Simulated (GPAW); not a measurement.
# Sr2SO (P4/mmm) in GPAW: further runs

The runs below take Sr2SO through band structure, with PBEsol.

Program: GPAW 26.7.0. These are calculated values, not measurements. Logs are shortened: lines on timing, memory, paths and dates and some standing lists are left out, and cuts for length are marked. The log counts tension as positive stress, the text compression.

## (1) The structure

It takes space group P4/mmm (No. 123, tetragonal). The conventional cell has a = 4.043 Å, b = 4.043 Å, c = 5.718 Å, α = 90.00°, β = 90.00°, γ = 90.00°. Around Sr (site symmetry 4/mmm) lie 2 O at 2.86 Å and 4 S at 2.86 Å. Around Sr (site symmetry 4/mmm) lie 2 S at 2.86 Å and 4 O at 2.86 Å. Around S (site symmetry 4/mmm) lie 6 Sr at 2.86 Å. O (site symmetry 4/mmm) is surrounded by 6 Sr at 2.86 Å.

The cell comes from a database or a generator and needn't be the stable form of this composition.

## (2) Band structure, PBEsol

File run.py:

```python
from ase import Atoms
from ase.dft.bandgap import bandgap
from ase.io import write
from ase.units import GPa
from gpaw import GPAW, PW, setup_paths

setup_paths.insert(0, '.')

atoms = Atoms(['Sr', 'Sr', 'S', 'O'],
              cell=[[4.043237, 0.0, 0.0],
                    [0.0, 4.043237, 0.0],
                    [0.0, 0.0, 5.718]],
              scaled_positions=[[0.5, 0.5, 0.5],
                                [0.0, 0.0, 0.0],
                                [0.0, 0.0, 0.5],
                                [0.5, 0.5, 0.0]],
              pbc=True)

calc = GPAW(mode=PW(800),
            xc='PBEsol',
            kpts={'size': (5, 5, 4), 'gamma': True},
            occupations={'name': 'fermi-dirac', 'width': 0.05},
            nbands=28,
            convergence={'density': 1e-05, 'energy': 1e-05},
            maxiter=150,
            txt='gpaw.txt')
atoms.calc = calc
energy = atoms.get_potential_energy()
forces = atoms.get_forces()
stress = atoms.get_stress()
calc.write('gs.gpw')
write('result.traj', atoms)
print(f'Energy: {energy:.6f} eV')
print('Forces (eV/A):')
print(forces.round(4))
print('Stress (GPa):', (stress / GPa).round(3))
print('Fermi level:', round(calc.get_fermi_level(), 4), 'eV')
print(f'Gap: {bandgap(calc)[0]:.4f} eV, direct: {bandgap(calc, direct=True)[0]:.4f} eV')

path = atoms.cell.bandpath('GXMGZRAZ,XR,MA', npoints=100, eps=1e-4)
bs_calc = calc.fixed_density(kpts=path, symmetry='off', nbands=46,
                             convergence={'bands': 'CBM+6.0', 'eigenstates': 1e-6}, txt='bands.txt')
bs = bs_calc.band_structure()
bs.write('bs.json')
print(f'Gap on the path: {bandgap(bs_calc)[0]:.4f} eV')
```

Potentials or basis: PAW data sets generated in the run's folder for this functional, pw.

On the command line:

```
$ gpaw-setup -f PBEsol O S Sr
$ OMP_NUM_THREADS=1 python run.py
```

gpaw.txt:

```text
__  _  _
 | _ |_)|_||  |
 |__||  | ||/\| - 26.7.0

Input parameters:
  mode=PW(ecut=800.0),
  convergence={'density': 1e-05, 'energy': 1e-05},
  kpts=MonkhorstPack(size=(5, 5, 4), gamma=True),
  maxiter=150,
  nbands=28,
  occupations=Occupations(name='fermi-dirac', width=0.05),
  xc=XC(name='PBEsol')

Diagonalizing LCAO Hamiltonian
Converting LCAO to pw mode
   .---------.
  /|         |
 * |         |
 | |         |
 | |         |
 | |   Sr    |
 S |         |
 | .---------.
 |/    O    /
 Sr--------*

Atoms  # Å, Bohr magnetons
|   | symbol |        x |        y |        z |    initial magnetic moments |
|---|--------|----------|----------|----------|-----------------------------|
| 0 |     Sr | 2.021619 | 2.021619 | 2.859000 | ( 0.0000,  0.0000,  0.0000) |
| 1 |     Sr | 0.000000 | 0.000000 | 0.000000 | ( 0.0000,  0.0000,  0.0000) |
| 2 |      S | 0.000000 | 0.000000 | 2.859000 | ( 0.0000,  0.0000,  0.0000) |
| 3 |      O | 2.021619 | 2.021619 | 0.000000 | ( 0.0000,  0.0000,  0.0000) |

Unit cell  # Å
| periodic |        x |        y |        z |  lengths |    angles |
|----------|----------|----------|----------|----------|-----------|
|      yes | 4.043237 | 0.000000 | 0.000000 | 4.043237 | 90.000000 |
|      yes | 0.000000 | 4.043237 | 0.000000 | 4.043237 | 90.000000 |
|      yes | 0.000000 | 0.000000 | 5.718000 | 5.718000 | 90.000000 |

Number of symmetries: 16
Symmetry operations  # r_c * U_cc + t_c -> r_c
|    | kind |            matrix            |
|----|------|------------------------------|
|  0 |  E   |  1, 0, 0,  0, 1, 0,  0, 0, 1 |
|  1 |  σ   |  1, 0, 0,  0, 1, 0,  0, 0,-1 |
|  2 |  σ   |  1, 0, 0,  0,-1, 0,  0, 0, 1 |
|  3 |  C2  |  1, 0, 0,  0,-1, 0,  0, 0,-1 |
|  4 |  σ   |  0, 1, 0,  1, 0, 0,  0, 0, 1 |
|  5 |  C2  |  0, 1, 0,  1, 0, 0,  0, 0,-1 |
|  6 |  C4  |  0, 1, 0, -1, 0, 0,  0, 0, 1 |
|  7 |  S4  |  0, 1, 0, -1, 0, 0,  0, 0,-1 |
|  8 |  C4  |  0,-1, 0,  1, 0, 0,  0, 0, 1 |
|  9 |  S4  |  0,-1, 0,  1, 0, 0,  0, 0,-1 |
| 10 |  σ   |  0,-1, 0, -1, 0, 0,  0, 0, 1 |
| 11 |  C2  |  0,-1, 0, -1, 0, 0,  0, 0,-1 |
| 12 |  σ   | -1, 0, 0,  0, 1, 0,  0, 0, 1 |
| 13 |  C2  | -1, 0, 0,  0, 1, 0,  0, 0,-1 |
| 14 |  C2  | -1, 0, 0,  0,-1, 0,  0, 0, 1 |
| 15 |  i   | -1, 0, 0,  0,-1, 0,  0, 0,-1 |

BZ-sampling:
  Number of BZ points: 100
  Number of IBZ points: 18

  Monkhorst-Pack size: [5, 5, 4]
  Monkhorst-Pack shift: [0.0, 0.0, 0.125]

K-points  # in reciprocal-cell coordinates
|     |                                coordinates |     weight |
|-----|--------------------------------------------|------------|
|   0 | (  0.00000000,   0.00000000,   0.00000000) | 0.01000000 |
|   1 | (  0.00000000,   0.00000000,   0.25000000) | 0.02000000 |
|   2 | (  0.00000000,   0.00000000,   0.50000000) | 0.01000000 |
|   3 | (  0.20000000,   0.00000000,   0.00000000) | 0.04000000 |
|   4 | (  0.20000000,   0.00000000,   0.25000000) | 0.08000000 |
|   5 | (  0.20000000,   0.00000000,   0.50000000) | 0.04000000 |
|   6 | (  0.20000000,   0.20000000,   0.00000000) | 0.04000000 |
|   7 | (  0.20000000,   0.20000000,   0.25000000) | 0.08000000 |
|   8 | (  0.20000000,   0.20000000,   0.50000000) | 0.04000000 |
|   9 | (  0.40000000,   0.00000000,   0.00000000) | 0.04000000 |
| ... |                                            |            |
|  17 | (  0.40000000,   0.40000000,   0.50000000) | 0.04000000 |

Plane wave coefficients: 4826
Cutoff: 800.0 eV

Spin-components: 1 (collinear spins)
Bands:           28
Projectors:      20
Spin-degeneracy: 2
Datatype:        complex128

Parallelization:
  kpt:    1
  domain: 1
  band:   1

Density:
  Valence electrons: 32.0
  Components: 1
  Grid points: [27 27 40]
  Charge: 0.0  # |e|

Potential:
  Grid points: [27 27 40]

species:
  Sr:
    name:    Strontium
    Z:       38.0
    valence: 10
    core:    28
    charge:  0.0  # [|e|]
    compensation charges:
      type: gauss
      rc: 0.40  # [Å]
      lmax: 2
    cutoffs:
      filter: 2.39  # [Å]
      core: 1.85  # [Å]
    projectors
    | kind |    occ | energy [eV] | rcut [Å] |
    |------|--------|-------------|----------|
    |   4s |  2.000 |     -40.857 |    1.291 |
    |   5s |  2.000 |      -3.535 |    1.291 |
    |   4p |  6.000 |     -22.811 |    1.291 |
    |    p |        |       4.401 |    1.291 |
    |    d |        |       0.000 |    1.254 |

    Using partial waves for Sr as LCAO basis

  S:
    name:    Sulfur
    Z:       16.0
    valence: 6
    core:    10
    charge:  0.0  # [|e|]
    compensation charges:
      type: gauss
      rc: 0.24  # [Å]
      lmax: 2
    cutoffs:
      filter: 1.77  # [Å]
      core: 1.66  # [Å]
    projectors
    | kind |    occ | energy [eV] | rcut [Å] |
    |------|--------|-------------|----------|
    |   3s |  2.000 |     -17.192 |    0.974 |
    |   3p |  4.000 |      -6.978 |    0.979 |
    |    s |        |      10.020 |    0.974 |
    |    p |        |      20.234 |    0.979 |
    |    d |        |       0.000 |    0.900 |

    Using partial waves for S as LCAO basis

  O:
    name:    Oxygen
    Z:       8.0
    valence: 6
    core:    2
    charge:  0.0  # [|e|]
    compensation charges:
      type: gauss
      rc: 0.21  # [Å]
      lmax: 2
    cutoffs:
      filter: 1.17  # [Å]
      core: 0.83  # [Å]
    projectors
    | kind |    occ | energy [eV] | rcut [Å] |
    |------|--------|-------------|----------|
    |   2s |  2.000 |     -23.808 |    0.688 |
    |   2p |  4.000 |      -8.972 |    0.598 |
    |    s |        |       3.404 |    0.688 |
    |    p |        |      18.239 |    0.598 |
    |    d |        |       0.000 |    0.619 |

    Using partial waves for O as LCAO basis

Reference energy: -185763.337556  # eV

eigensolver:
  PPCG
  Converge bands: occupied
  niter=2

density mixing:
  MSR1-Mixer
  Pratt-step length: 0.05
  Maximum mixing coefficient: 0.75
  Old densities: 10
  SVD Regularization: 0.005
  Good broyden scale: 1.0
  Trust region scale: 1.0
  Backstep threshold: 4.0
  History deletion threshold: 6.0
  Fourier metric: weight=20.0, sigma=0.015

occupation numbers:
  Fermi-Dirac:
    width: 0.0500  # eV

poisson solver:
  ecut: 6400.0  # eV

xc functional:
  name: PBEsol with 2 nearest neighbor stencil

convergence criteria:
- Maximum integral of absolute [dens]ity change: 1e-05 electrons / valence electron
- Maximum [total energy] change in last 3 cyles: 1e-05 eV / valence electron
- Maximum integral of absolute [eigenst]ate change: 4e-08 eV^2 / valence electron
maximum number of iterations: 150

SCF iterations
|iter     | |      energy | eigst |  dens |
|---------|-|-------------|-------|-------|
|iter:   1| |  -24.290555 | +0.25 |       |
|iter:   2| |  -23.714660 | -1.79 | -1.00 |
|iter:   3| |  -22.523775 | -1.35 | -1.06 |
|iter:   4| |  -22.504010 | -2.49 | -1.43 |
|iter:   5| |  -22.508432 | -3.12 | -1.62 |
|iter:   6| |  -22.509472 | -3.67 | -2.16 |
|iter:   7| |  -22.509598 | -4.60 | -2.77 |
|iter:   8| |  -22.509565c| -5.94 | -3.40 |
|iter:   9| |  -22.509566c| -7.55c| -4.03 |
|iter:  10| |  -22.509566c| -8.02c| -4.83 |
|iter:  11| |  -22.509566c| -8.79c| -5.34c|

Converged in 11 steps
Energy contributions relative to reference atoms: (reference = -185763.337556)

Energy contributions:
  Kinetic:          19.108346
  Coulomb:         -16.238994
  Zero:             -0.261298
  External:          0.000000
  Xc:              -25.117620
  Entropy:          -0.000000
  Spinorbit:         0.000000
  ----------------------------
  Free energy:     -22.509566
  Extrapolated:    -22.509566

dipole moment: (-28.818487, -28.818487, -38.551343)  # |e|*Ang

Fermi level: 5.246
Eigenvalues  # (at kpt = [0.000, 0.000, 0.000])
| band index |      eig [eV] | occ [0-2] |
|------------|---------------|-----------|
|          0 |       -29.115 |     2.000 |
|        ... |               |           |
|          8 |       -10.298 |     2.000 |
|          9 |        -7.180 |     2.000 |
|         10 |         2.782 |     2.000 |
|         11 |         3.534 |     2.000 |
|         12 |         3.534 |     2.000 |
|         13 |         4.156 |     2.000 |
[... 8 lines left out ...]
|         22 |         9.634 |     0.000 |
|         23 |        11.118 |     0.000 |
|        ... |               |           |
|         27 |        13.341 |     0.000 |

Gap: 2.172 eV
Transition (v -> c):
  (s=0, k=0, n=15, [0.00, 0.00, 0.00]) -> (s=0, k=0, n=16, [0.00, 0.00, 0.00])
No difference between direct/indirect transitions

Forces  # eV/Ang
|       x |       y |       z |
|---------|---------|---------|
| 0.00000 | 0.00000 | 0.00000 |  # Sr   0
| 0.00000 | 0.00000 | 0.00000 |  # Sr   1
| 0.00000 | 0.00000 | 0.00000 |  # S    2
| 0.00000 | 0.00000 | 0.00000 |  # O    3

Stress tensor  # eV/Ang^3
|        x |        y |        z |
|----------|----------|----------|
| 0.014935 | 0.000000 | 0.000000 |
| 0.000000 | 0.014935 | 0.000000 |
| 0.000000 | 0.000000 | 0.014239 |

# Writing to gs.gpw (mode='')
```

Wall time 3.9 min (1 thread of Arm Neoverse V2, shared host); peak memory 0.75 GiB.

Results:

| Item | Value |
| --- | --- |
| Free energy | -22.5096 eV |
| Pressure | -2.4 GPa |
| Band gap on the k mesh | 2.17 eV, direct |
| Band gap along the path | 2.17 eV, direct |

Levels at the corners of the path, in eV from the valence-band top:
| point | band 14 | band 15 | band 16 | band 17 | band 18 | band 19 |
| --- | --- | --- | --- | --- | --- | --- |
| Γ | -0.04 | 0.00 | 0.00 | 2.17 | 2.79 | 4.60 |
| X | -1.21 | -0.54 | -0.44 | 4.29 | 5.27 | 5.62 |
| M | -0.27 | -0.27 | -0.14 | 2.36 | 2.36 | 5.44 |
| Γ | -0.04 | 0.00 | 0.00 | 2.17 | 2.79 | 4.60 |
| Z | -0.75 | -0.11 | -0.11 | 2.53 | 4.06 | 4.15 |
| R | -0.96 | -0.75 | -0.60 | 5.09 | 5.54 | 5.97 |
| A | -0.70 | -0.56 | -0.56 | 4.12 | 4.12 | 5.56 |
| Z | -0.75 | -0.11 | -0.11 | 2.53 | 4.06 | 4.15 |
| X | -1.21 | -0.54 | -0.44 | 4.29 | 5.27 | 5.62 |
| R | -0.96 | -0.75 | -0.60 | 5.09 | 5.54 | 5.97 |
| M | -0.27 | -0.27 | -0.14 | 2.36 | 2.36 | 5.44 |
| A | -0.70 | -0.56 | -0.56 | 4.12 | 4.12 | 5.56 |

## (3) Band structure, PBEsol, spin-orbit coupling, no magnetisation

run.py, as its differences from that of step 2:

```diff
@@ -1,6 +1,7 @@
-from ase import Atoms
+import numpy as np
 from ase.dft.bandgap import bandgap
-from ase.io import write
+from ase.io import read, write
 from ase.units import GPa
 from gpaw import GPAW, PW, setup_paths
+from gpaw.spinorbit import soc_eigenstates
 
@@ -8,11 +9,3 @@
 
-atoms = Atoms(['Sr', 'Sr', 'S', 'O'],
-              cell=[[4.043237, 0.0, 0.0],
-                    [0.0, 4.043237, 0.0],
-                    [0.0, 0.0, 5.718]],
-              scaled_positions=[[0.5, 0.5, 0.5],
-                                [0.0, 0.0, 0.0],
-                                [0.0, 0.0, 0.5],
-                                [0.5, 0.5, 0.0]],
-              pbc=True)
+atoms = read('Sr2SO.xyz')
 
@@ -45 +38,7 @@
 print(f'Gap on the path: {bandgap(bs_calc)[0]:.4f} eV')
+
+soc = soc_eigenstates(bs_calc, theta=0, phi=0)
+np.savetxt('soc_bands.dat', soc.eigenvalues(), fmt='%.4f')
+mesh = soc_eigenstates('gs.gpw', theta=0, phi=0)
+np.savetxt('soc_mesh.dat', mesh.eigenvalues(), fmt='%.4f')
+print('Fermi level with spin-orbit coupling:', round(mesh.fermi_level, 4), 'eV')
```

File Sr2SO.xyz:

```xyz
4
Lattice="4.0432370000 0.0000000000 0.0000000000 0.0000000000 4.0432370000 0.0000000000 0.0000000000 0.0000000000 5.7180000000" Properties=species:S:1:pos:R:3 pbc="T T T"
Sr     2.0216185000      2.0216185000      2.8590000000
Sr     0.0000000000      0.0000000000      0.0000000000
S      0.0000000000      0.0000000000      2.8590000000
O      2.0216185000      2.0216185000      0.0000000000
```

Potentials or basis: PAW data sets generated in the run's folder for this functional, pw.

On the command line:

```
$ gpaw-setup -f PBEsol O S Sr
$ OMP_NUM_THREADS=1 python run.py
```

Wall time 3.9 min (1 thread of Arm Neoverse V2, shared host); peak memory 0.8 GiB.

It converged, with:

| Property | Result |
| --- | --- |
| Free energy | -22.5096 eV |
| Pressure | -2.4 GPa |
| Band gap on the k mesh | 2.15 eV, direct |
| Band gap along the path | 2.15 eV, direct |

Stress tensor (GPa, compression positive):
```
-2.39  0.00  0.00
 0.00 -2.39  0.00
 0.00  0.00 -2.28
```

Levels at the corners of the path, in eV from the valence-band top:
```
point  band 29  band 30  band 31  band 32  band 33  band 34  band 35  band 36
    Γ    -0.02    -0.02     0.00     0.00     2.15     2.15     2.77     2.77
    X    -0.56    -0.56    -0.46    -0.46     4.27     4.27     5.25     5.25
    M    -0.28    -0.28    -0.15    -0.15     2.34     2.34     2.34     2.34
    Γ    -0.02    -0.02     0.00     0.00     2.15     2.15     2.77     2.77
    Z    -0.14    -0.14    -0.10    -0.10     2.51     2.51     4.04     4.04
    R    -0.77    -0.77    -0.62    -0.62     5.07     5.07     5.52     5.52
    A    -0.60    -0.60    -0.56    -0.56     4.10     4.10     4.10     4.10
    Z    -0.14    -0.14    -0.10    -0.10     2.51     2.51     4.04     4.04
    X    -0.56    -0.56    -0.46    -0.46     4.27     4.27     5.25     5.25
    R    -0.77    -0.77    -0.62    -0.62     5.07     5.07     5.52     5.52
    M    -0.28    -0.28    -0.15    -0.15     2.34     2.34     2.34     2.34
    A    -0.60    -0.60    -0.56    -0.56     4.10     4.10     4.10     4.10
```

Caveat: spin-orbit coupling was added after a scalar SCF, so levels and gaps hold it while energy, forces, pressure and moments don't; this program's spin-orbit splittings come out too wide for heavy elements.
